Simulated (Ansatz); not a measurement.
# Hf2: the cost of one run

Computed with Ansatz 0.2.0, Gaussian basis. Level: def2-TZVPP, core rule «outside noble gas», up to 8 orbitals frozen.

Plan: UHF; ROHF; CCSD(T) on UHF.

## 1. What is computed

The geometry is a PBE0/def2-TZVP stationary point (not a proven minimum) of the parent state, kept for this charge and spin. No spin-orbit coupling is included. Elements past krypton take def2 core potentials.

2 atoms, charge 1, spin multiplicity 4.

Atoms are counted from 1 here; the program's logs count them from 0.

Bond lengths: Hf1–Hf2 2.714 Å.

Coordinates:

```xyz
2
Hf2
Hf    0.0000    0.0000    0.0000
Hf    0.0000    0.0000    2.7136
```

## 2. UHF

in.yaml

```yaml
crystal:
  periodic: [false, false, false]
  atoms:
    - {symbol: Hf, position_ang: [0.000000, 0.000000, 0.000000]}
    - {symbol: Hf, position_ang: [0.000000, 0.000000, 2.713600]}
basis:
  gaussian: {orbitals: def2-TZVPP}
total_charge: 1
magnetization: {spin_polarized: true, initial_magnetization: 3}
hamiltonian: {xc: hf}
output: {orbitals: {seedname: orbitals}}
```

Command:

```bash
> ansatz run in.yaml --threads 1 --pin off --events-out ev --progress --plain --max-ram 4096MiB --backend cpu
```

**Question.** How long does this run take on 1 thread of AMD EPYC 7R13, shared host, and how much memory does it need?

About 56 s, with a peak of 0.27 GiB.
